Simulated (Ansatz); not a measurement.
**HfZr3Se8: from a guess to a relaxed structure**

The task: take a trial cell of HfZr3Se8 to zero force and stress.

Method: DFT PBE, scalar-relativistic, plane waves, PAW, in Ansatz 0.2.0.

## Step 1: The starting structure

Symmetry: P-3m1, No. 164, trigonal system. The conventional cell has a = 7.584 Å, b = 7.584 Å, c = 6.921 Å, α = 90.00°, β = 90.00°, γ = 120.00°. Around Zr (site symmetry 2/m) lie 6 Se at 2.70 to 2.71 Å. Around Hf (site symmetry -3m) lie 6 Se at 2.69 Å. Around Se (site symmetry m) lie 1 Hf at 2.69 Å and 2 Zr at 2.71 Å. Around Se (site symmetry 3m) lie 3 Zr at 2.70 Å.

Structure file:

```
CELL_PARAMETERS angstrom
7.58365 0.00000 0.00000
-3.79183 6.56764 0.00000
0.00000 0.00000 6.92100
ATOMIC_POSITIONS crystal
Zr 0.00000 0.50000 0.00000
Zr 0.50000 0.00000 0.00000
Zr 0.50000 0.50000 0.00000
Hf 0.00000 0.00000 0.00000
Se 0.33116 0.16558 0.77157
Se 0.33333 0.66667 0.77100
Se 0.83442 0.16558 0.77157
Se 0.83442 0.66884 0.77157
Se 0.16558 0.33116 0.22843
Se 0.16558 0.83442 0.22843
Se 0.66667 0.33333 0.22900
Se 0.66884 0.83442 0.22843
```

The start is the relaxed end of an invented cell (made as: elements ordered on the sites of the HfSe2 type, Hf/Zr on Hf (P-3m1, No. 164)), taken up again for a closer look.

## Step 2: Probe: one point on a coarse mesh

Input file input.yaml:

```yaml
crystal:
  lattice:
    - [7.5836549, 0.0, 0.0]
    - [-3.7918274, 6.5676378, 0.0]
    - [0.0, 0.0, 6.920996]
  atoms:
    - { symbol: Zr, position: [0.0, 0.5, 0.0] }
    - { symbol: Zr, position: [0.5, 0.0, 0.0] }
    - { symbol: Zr, position: [0.5, 0.5, 0.0] }
    - { symbol: Hf, position: [0.0, 0.0, 0.0] }
    - { symbol: Se, position: [0.331156, 0.165578, 0.771566] }
    - { symbol: Se, position: [0.3333333, 0.6666667, 0.770996] }
    - { symbol: Se, position: [0.834422, 0.165578, 0.771566] }
    - { symbol: Se, position: [0.834422, 0.668844, 0.771566] }
    - { symbol: Se, position: [0.165578, 0.331156, 0.228434] }
    - { symbol: Se, position: [0.165578, 0.834422, 0.228434] }
    - { symbol: Se, position: [0.6666667, 0.3333333, 0.229004] }
    - { symbol: Se, position: [0.668844, 0.834422, 0.228434] }
basis:
  ecutwfc: 420
kpoints:
  mp_grid: { grid: [3, 3, 4] }
hamiltonian:
  xc: pbe
scf:
  occupations: { method: gaussian, width: 0.1 }
  lower_state_search: "off"
output:
  forces: true
  stress: true
  eigenvalues: true
```

Started as:

```console
$ ansatz run input.yaml --threads 4 --pin off --max-ram 8192MiB --backend cpu --events-out ev --progress --plain --runs-dir out
```

The program printed, shortened:

```text
[...]
SCF converged after 8 iterations
Free energy (F): -72041.687870 eV
[...]
E sigma→0 (E₀):  -72041.687795 eV
Entropy (-TS):   -0.000151 eV (-0.013 meV/atom)
Fermi energy:    7.756176 eV
[...]
--- Forces (eV/Å), atoms counted from 1 ---
  atom   1  Zr     0.00000000    -0.00000000     0.00000000
  atom   2  Zr     0.00000000     0.00000000     0.00000000
  atom   3  Zr     0.00000000     0.00000000     0.00000000
  atom   4  Hf     0.00000000    -0.00000000     0.00000000
  atom   5  Se     0.00090009     0.00051967     0.01975610
  atom   6  Se    -0.00000000     0.00000000     0.02087420
  atom   7  Se    -0.00090009     0.00051967     0.01975610
  atom   8  Se    -0.00000000    -0.00103934     0.01975610
[...]
--- Stress (GPa, compression-positive) ---
        0.184306      -0.000000      -0.000000
       -0.000000       0.184306       0.000000
       -0.000000       0.000000      -0.112819
  P = ⅓ Tr σ = 0.0853 GPa (0.853 kbar)
--- Band table (eV; the first three rows and the last of 10) ---
[...]
```

Wall time 4.7 s (4 threads of Arm Neoverse V2, shared host); peak memory 1.2 GiB.

From the probe: pressure 0.1 GPa, largest force 0.02 eV/Å, gap on this mesh 0.40 eV. The coarse relaxation is skipped.

## Step 3: Final relaxation

input.yaml: that of step 2 with these lines changed.

```diff
@@ -21,3 +21,3 @@
 kpoints:
-  mp_grid: { grid: [3, 3, 4] }
+  mp_grid: { grid: [6, 6, 6] }
 hamiltonian:
@@ -25,4 +25,3 @@
 scf:
-  occupations: { method: gaussian, width: 0.1 }
-  lower_state_search: "off"
+  occupations: { method: gaussian, width: 0.02 }
 output:
@@ -31 +30,10 @@
   eigenvalues: true
+  write_density: true
+  write_potential: true
+  elf: true
+  volumetric_format: npy
+relax:
+  adjacent_minimum: "off"
+  f_tol: 0.01
+  max_steps: 80
+  cell: { stress_tol: 0.05 }
```

Started as:

```console
$ ansatz run input.yaml --threads 4 --pin off --max-ram 8192MiB --backend cpu --events-out ev --progress --plain --runs-dir out
```

The program printed, shortened:

```text
Warning: RAYON_NUM_THREADS=4 ignored (pool sized by the plan → 4); use --threads N
[...]
Pseudopotentials: kind: paw
Pseudopotential: Zr, paw, valence charge 12, recommended cutoff 420 eV (normal), Zr.paw.azcp
Pseudopotential: Hf, paw, valence charge 26, recommended cutoff 420 eV (normal), Hf.paw.azcp
Pseudopotential: Se, paw, valence charge 16, recommended cutoff 420 eV (normal), Se.paw.azcp
Functional definition: PBE
[...]
Crystal: 12 atoms, lattice volume = 344.712 Å³
Basis set: ecut = 420 eV, 6719 PW (Γ), exchange–correlation on 108×108×96 points (8 copies of the dense FFT grid, shifted against one another)
Bands: 114, of which v1, the nominal top of the filled ones, is band 95 counted from 1 (94 counted from 0)
Symmetry: 12 space group operations
Space group: P-3m1 (ITA 164), of the structure as read, at distance tolerance 7.0e-5 Å
k-points: 34 of 216
[...]
  cell:  # Å, volume = 344.7120 Å³
    - [7.583654901769961, -2.8867513643954106e-8, 0.0]
    - [-3.7918274258849807, 6.567637812900926, 0.0]
    - [0.0, 0.0, 6.920996]
  atoms:
    - { symbol: Zr, position: [-2.7755575615628914e-17, 0.5000000000000001, 0.0] }
    - { symbol: Zr, position: [0.5000000000000001, 0.0, 0.0] }
    - { symbol: Zr, position: [0.5, 0.5, 0.0] }
    - { symbol: Hf, position: [0.0, 0.0, 0.0] }
    - { symbol: Se, position: [0.331156, 0.16557800000000003, 0.771566] }
    - { symbol: Se, position: [0.3333333333333333, 0.6666666666666666, 0.770996] }
    - { symbol: Se, position: [0.834422, 0.16557800000000003, 0.771566] }
    - { symbol: Se, position: [0.8344220000000001, 0.6688440000000001, 0.771566] }
    - { symbol: Se, position: [0.16557800000000003, 0.33115600000000006, 0.22843399999999997] }
    - { symbol: Se, position: [0.16557799999999995, 0.8344219999999999, 0.22843399999999997] }
    - { symbol: Se, position: [0.6666666666666666, 0.3333333333333333, 0.22900399999999999] }
    - { symbol: Se, position: [0.668844, 0.8344220000000001, 0.22843399999999997] }
```

It took 42 s on 4 threads of Arm Neoverse V2, shared host; peak memory 1.7 GiB.

The steps of the relaxation:

```
step  energy from step 1 (eV/cell)  largest force component (eV/Å)  pressure (GPa)  volume (Å³)
   1                        0.0000                          0.0055           -0.02       344.71
   2                        0.0000                          0.0055           -0.02       344.71
```

Step 1 is the start. Step 2 repeats the geometry before it on a plane-wave basis chosen anew for that cell, so its energy need not be comparable with the rows above.

|  | before | after | change |
| --- | --- | --- | --- |
| a (Å) | 7.584 | 7.584 | 0.0 % |
| b (Å) | 7.584 | 7.584 | 0.0 % |
| c (Å) | 6.921 | 6.921 | 0.0 % |
| volume (Å³/atom) | 28.73 | 28.73 | 0.0 % |
| shortest distance (Å) | 2.689 | 2.689 | 0.0 % |
| space group (0.01 Å) | P-3m1 | P-3m1 | same |

The run keeps the 12 symmetry operations of the start, so it could not have lowered the symmetry.

Density in a lattice plane of the grid's cell (edges 7.58 and 7.58 Å, at 0.000 of the third edge), which holds Zr and Hf.

Values in e/Å³, 12 rows by 12 columns:
```
 6.69  0.42  0.14  0.14  0.36  2.74  2.80  0.37  0.14  0.14  0.41  6.39
 0.21  0.14  0.14  0.14  0.19  0.36  0.20  0.14  0.14  0.14  0.20  0.41
 0.13  0.14  0.14  0.13  0.14  0.14  0.13  0.14  0.14  0.13  0.14  0.14
 0.20  0.36  0.19  0.14  0.14  0.14  0.20  0.36  0.19  0.14  0.14  0.14
 2.80  2.74  0.36  0.14  0.14  0.37  2.80  2.74  0.36  0.14  0.14  0.37
 2.65  2.80  0.20  0.13  0.20  2.80  2.65  2.80  0.20  0.13  0.20  2.80
 2.80  0.37  0.14  0.14  0.36  2.74  2.80  0.37  0.14  0.14  0.36  2.74
 0.20  0.14  0.14  0.14  0.19  0.36  0.20  0.14  0.14  0.14  0.19  0.36
 0.13  0.14  0.14  0.13  0.14  0.14  0.13  0.14  0.14  0.13  0.14  0.14
 0.21  0.41  0.20  0.14  0.14  0.14  0.20  0.36  0.19  0.14  0.14  0.14
 6.69  6.39  0.41  0.14  0.14  0.37  2.80  2.74  0.36  0.14  0.14  0.42
35.47  6.69  0.21  0.13  0.20  2.80  2.65  2.80  0.20  0.13  0.21  6.69
```
Columns run along the first of these edges and rows up along the second, over one cell in 12 and 12 even steps from the bottom left corner. Atoms in the plane (fractional): Zr at (0.00, 0.50), Zr at (0.50, 0.00), Zr at (0.50, 0.50), Hf at (0.00, 0.00).

ELF in the same plane.

Ten even steps from '0' (0.00) to '9' (0.84):
```
995113211797796113211699
731234312699841234311588
112454311233112454311132
123444211111123444311111
223332223332223332223332
111111244432111111244432
133211345421133211345421
899621343214899621343214
779711231169779711231169
059411211495059411211495
796113211797796113211797
841234312699841234312699
112454311233112454311233
123444211111123444211111
223332223332223332223332
111111344432111111244432
123111345421133211345421
788511343214899621343213
999611231169779711231159
899312211495059411221399
```
Columns run along the first of these edges and rows up along the second, over one cell in 24 and 20 even steps from the bottom left corner. Atoms in the plane (fractional): Zr at (0.00, 0.50), Zr at (0.50, 0.00), Zr at (0.50, 0.50), Hf at (0.00, 0.00).

Both are smooth fields of the valence electrons: close to the nuclei they are not physical.

Maxima of ELF outside the ion cores: 0.86 beside Se, off the lines to its neighbours, 1.0 Å from Se.

## Step 4: Variant: symmetry.detect false

Input file input.yaml:

```yaml
crystal:
  lattice:
    - [7.5836549018, -2.89e-08, 0.0]
    - [-3.7918274259, 6.5676378129, 0.0]
    - [0.0, 0.0, 6.920996]
  atoms:
    - { symbol: Zr, position: [0.0, 0.5, 0.0] }
    - { symbol: Zr, position: [0.5, 0.0, 0.0] }
    - { symbol: Zr, position: [0.5, 0.5, 0.0] }
    - { symbol: Hf, position: [0.0, 0.0, 0.0] }
    - { symbol: Se, position: [0.331156, 0.165578, 0.771566] }
    - { symbol: Se, position: [0.3333333333, 0.6666666667, 0.770996] }
    - { symbol: Se, position: [0.834422, 0.165578, 0.771566] }
    - { symbol: Se, position: [0.834422, 0.668844, 0.771566] }
    - { symbol: Se, position: [0.165578, 0.331156, 0.228434] }
    - { symbol: Se, position: [0.165578, 0.834422, 0.228434] }
    - { symbol: Se, position: [0.6666666667, 0.3333333333, 0.229004] }
    - { symbol: Se, position: [0.668844, 0.834422, 0.228434] }
  symmetry: { detect: false }
basis:
  ecutwfc: 420
kpoints:
  mp_grid: { grid: [6, 6, 6] }
hamiltonian:
  xc: pbe
scf:
  occupations: { method: gaussian, width: 0.02 }
output:
  forces: true
  eigenvalues: true
  stress: true
```

Started as:

```console
$ ansatz run input.yaml --threads 4 --pin off --max-ram 8192MiB --backend cpu --events-out ev --progress --plain --runs-dir out
```

The program printed, shortened:

```text
Warning: RAYON_NUM_THREADS=4 ignored (pool sized by the plan → 4); use --threads N
[...]
[... 5 set-up lines as earlier in the session ...]
[...]
Crystal: 12 atoms, lattice volume = 344.712 Å³
Basis set: ecut = 420 eV, 6719 PW (Γ), exchange–correlation on 108×108×96 points (8 copies of the dense FFT grid, shifted against one another)
Bands: 114, of which v1, the nominal top of the filled ones, is band 95 counted from 1 (94 counted from 0)
Symmetry: 1 space group operations
k-points: 112 of 216 (time reversal used)
[...]
SCF iter   8: F=-72041.764967 eV  HF=-72041.764967 eV  |F-HF|=4.05e-9  |Δ(HF+E_count)|=   4.10e-7  Δρ=1.92e-6  dr2=3.25e-8  ethr=5.26e-11  ⟨swp⟩=9.1  Hψ=51524  notcnv=0
[...]
SCF converged after 8 iterations
Free energy (F): -72041.764967 eV
[...]
E sigma→0 (E₀):  -72041.764967 eV
Fermi energy:    7.746213 eV
[...]
--- Forces (eV/Å), atoms counted from 1 ---
  atom   1  Zr     0.00000000    -0.00000002    -0.00000006
  atom   2  Zr    -0.00000004     0.00000001     0.00000008
  atom   3  Zr    -0.00000005    -0.00000009     0.00000003
  atom   4  Hf     0.00000001     0.00000023    -0.00000003
  atom   5  Se     0.00031962     0.00018448     0.00554765
  atom   6  Se    -0.00000002     0.00000009     0.00455799
  atom   7  Se    -0.00031964     0.00018450     0.00554766
  atom   8  Se    -0.00000004    -0.00036898     0.00554765
[...]
--- Stress (GPa, compression-positive) ---
       -0.012942      -0.000000       0.000000
       -0.000000      -0.012942       0.000000
        0.000000       0.000000      -0.025312
  P = ⅓ Tr σ = -0.0171 GPa (-0.171 kbar)
--- Band table (eV; the first three rows and the last of 112) ---
[...]
```

It took 96 s on 4 threads of Arm Neoverse V2, shared host; peak memory 3.1 GiB.

| run | ending | energy change | pressure (GPa) | gap (eV) | force (eV/Å) | cycles | time |
| --- | --- | --- | --- | --- | --- | --- | --- |
| step 3 | converged | 0 | 0.0 | 0.41 | 0.01 | - | 42 s |
| variant | converged | 0.0 meV/atom | 0.0 | 0.41 | 0.01 | 8 | 96 s |

The changed use of symmetry doesn't alter the result here (within 0.5 meV/atom).

## Step 5: Summary of results

```
                              quantity                                                                       value
symmetry at the end (tolerance 0.02 Å)                                                 space group P-3m1 (No. 164)
                     conventional cell  a = 7.584 Å, b = 7.584 Å, c = 6.921 Å, α = 90.00°, β = 90.00°, γ = 120.00°
                                volume                                                               28.73 Å³/atom
              energy over the elements                                                               -1.36 eV/atom
                       gap on the mesh                                                                     0.41 eV
```

In words: The space group P-3m1 (No. 164) is kept, at nearly the size of the first guess. A negative formation energy is needed for stability but isn't enough; other structures and compounds were not set against it here. No finished test with a distortion of lower symmetry is shown, so the end may be a saddle point. Spin-orbit coupling is left out, which matters for the bands of Hf. Layers here are held mostly by dispersion, which this level lacks, so their spacing and the stiffness across them are unreliable there.
